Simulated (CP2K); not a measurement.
Crystal: HPbNO4.

```
CELL_PARAMETERS angstrom
4.27531 0.00000 0.00000
-2.08455 5.20776 0.00000
-2.11628 -1.90928 4.90140
ATOMIC_POSITIONS crystal
H 0.99073 0.03330 0.90994
Pb 0.50274 0.81989 0.14287
N 0.00838 0.47408 0.50265
O 0.99816 0.92741 0.02877
O 0.19467 0.73435 0.60852
O 0.81673 0.35882 0.24556
O 0.01381 0.33121 0.65217
```

The cell was built by a generator and needn't be a form met in nature.

Base run:

```yaml
Program: CP2K 2026.2
Functional: vdW-DF-cx
Potentials_or_basis: POTENTIAL_UZH H GTH-PBE-q1, Pb GTH-PBE-q4, N GTH-PBE-q5, O GTH-PBE-q6; TZVP-MOLOPT-PBE-GTH basis
Density_cutoff: 13606 eV
k_mesh: 8 × 6 × 6
Occupations: fermi-dirac, width 0.05 eV
Spin: no spin polarisation
```

Its results: band gap on the k mesh 2.94 eV, indirect (least direct gap 3.19 eV).

Question: The run is repeated on the same cell with these changes: functional from vdW-DF-cx to TB-mBJ. What comes out?

Answer: Band gap on the k mesh 3.26 eV, indirect (least direct gap 3.57 eV).

Caveats: spin-orbit coupling is left out, which as a rule narrows the gap of such compounds by several tenths of an eV; the basis of atomic orbitals isn't converged, which shifts pressures, moduli and gaps; this is a model potential without an energy functional, so only levels have meaning (some runs).

A k mesh can miss the band edges.
